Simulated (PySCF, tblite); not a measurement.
# C3H7NSSi2: geometry, infrared bands and NMR shifts

Aim: predict the infrared bands and NMR shifts of C3H7NSSi2 (`N#C[C@@]1([SiH3])C[Si@@H]1S`).

The runs use tblite 0.8.0 and PySCF 2.14.0, with density-fitted response routines of our own; the level of theory stands in each step. All values are computed, except where a source is named. Atoms count from 0, in the outputs and in this text.

## (1) The starting structure

14 atoms, charge 0, multiplicity 1; geometry from: force field or distance geometry start.

Bonds of the start (Å): N0–C1 1.16, C1–C2 1.43, C2–Si3 1.87, C2–C4 1.48, C4–Si5 1.94, Si5–S6 2.13, Si5–C2 1.79, Si3–H7 1.49, Si3–H8 1.47, Si3–H9 1.48, C4–H10 1.09, C4–H11 1.08, Si5–H12 1.49, S6–H13 1.34.

## (2) Relaxing the molecule with GFN2-xTB

Job settings and geometry (Å):

```
{"job": {"kind": "relax", "xc": "GFN2-xTB", "basis": "xTB"}, "charge": 0, "multiplicity": 1}
N     -1.547200     1.972800     1.993800
C     -1.044800     1.317100     1.185700
C     -0.381900     0.476500     0.235500
Si    -1.624700    -0.221100    -0.981000
C      0.990300     0.817400    -0.216200
Si     0.749700    -0.699400     0.971900
S      1.522400    -2.330100    -0.152100
H     -2.525300    -1.169100    -0.271900
H     -2.430200     0.847000    -1.585900
H     -0.950400    -0.951800    -2.072200
H      1.345400     0.519500    -1.201500
H      1.542900     1.605700     0.267200
H      1.596900    -0.347200     2.146400
H      2.756200    -1.837900    -0.342100
```

Command:

```console
> OMP_NUM_THREADS=1 python probes_run.py task.json out
```

This one command runs all jobs of the session in turn.

**Question.** This job is followed by: GFN2-xTB harmonic vibrations, gas phase; GIAO PBE0/pcSseg-1 NMR shielding, non-relativistic, gas phase. Predict these results of the whole session: strongest single infrared mode (GFN2-xTB); zero-point energy (GFN2-xTB); 13C shifts against TMS (PBE0/pcSseg-1); 1H shifts against TMS (PBE0/pcSseg-1, means over atoms taken as alike); 15N shifts against NH3 (PBE0/pcSseg-1); 29Si shifts against TMS (PBE0/pcSseg-1); 33S shifts against CS2 (PBE0/pcSseg-1).

**Answer**, as computed:

| quantity | value |
| --- | --- |
| strongest single infrared mode (GFN2-xTB) | 2359 cm⁻¹, 404 km/mol |
| zero-point energy (GFN2-xTB) | 51.9 kcal/mol |
| 13C shifts against TMS (PBE0/pcSseg-1) | 126.8, 15.4, -8.2 ppm |
| 1H shifts against TMS (PBE0/pcSseg-1, means over atoms taken as alike) | 4.55, 4.28, 1.34, 0.95, 0.75 ppm |
| 15N shifts against NH3 (PBE0/pcSseg-1) | 287.2 ppm |
| 29Si shifts against TMS (PBE0/pcSseg-1) | -60.6, -82.0 ppm |
| 33S shifts against CS2 (PBE0/pcSseg-1) | -245 ppm |

Over 98 steps the energy fell by 0.795 eV; of the close pairs, C2–Si5 changed most, 1.790 to 1.908 Å. No mode is imaginary among the 36: a minimum at this level. The strongest single mode, at 2359 cm⁻¹, moves mainly C1 and N0. Unscaled tight-binding wavenumbers are off by several per cent, some by more. Its intensities can rank the bands wrongly. At PBE0/pcSseg-1: Shielding is most anisotropic at N0 (span 494 ppm, paramagnetic term -361 ppm).
